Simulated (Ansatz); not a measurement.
# TmAs: the cost of one run

Program: Ansatz 0.2.0. Level of theory: DFT PBEsol, scalar-relativistic, plane waves, PAW. These are calculated values, not measurements.

2 further runs of the same task are left out: 2 set aside as unsound or not needed.

### Step 1. Starting point

It takes space group F-43m (No. 216, cubic). The conventional cell has a = 6.317 Å, b = 6.317 Å, c = 6.317 Å, α = 90.00°, β = 90.00°, γ = 90.00°. Tm (site symmetry -43m) has 4 As at 2.74 Å as nearest neighbours. As (site symmetry -43m) has 4 Tm at 2.74 Å as nearest neighbours.

As a file:

```
CELL_PARAMETERS angstrom
0.00000 3.15857 3.15857
3.15857 0.00000 3.15857
3.15857 3.15857 0.00000
ATOMIC_POSITIONS crystal
Tm 0.00000 0.00000 0.00000
As 0.25000 0.25000 0.25000
```

Starting moments: Tm 2.00 μB.

### Step 2. The first run

Input file input.yaml:

```yaml
crystal:
  lattice:
    - [0.0, 3.1585678527, 3.1585678527]
    - [3.1585678527, 0.0, 3.1585678527]
    - [3.1585678527, 3.1585678527, 0.0]
  atoms:
    - { symbol: Tm, position: [0.0, 0.0, 0.0], spin: 2.0 }
    - { symbol: As, position: [0.25, 0.25, 0.25] }
basis:
  ecutwfc: 420
  ecutrho_ratio: 4
kpoints:
  mp_grid: { grid: [8, 8, 8] }
hamiltonian:
  xc: pbesol
scf:
  occupations: { method: gaussian, width: 0.05 }
output:
  forces: true
  stress: true
  eigenvalues: true
  populations: true
magnetization:
  spin_polarized: true
```

**Question.** How long does this run take on 4 threads of an Arm CPU, shared host, and how much memory does it need?

About 16 s, with a peak of 0.43 GiB.
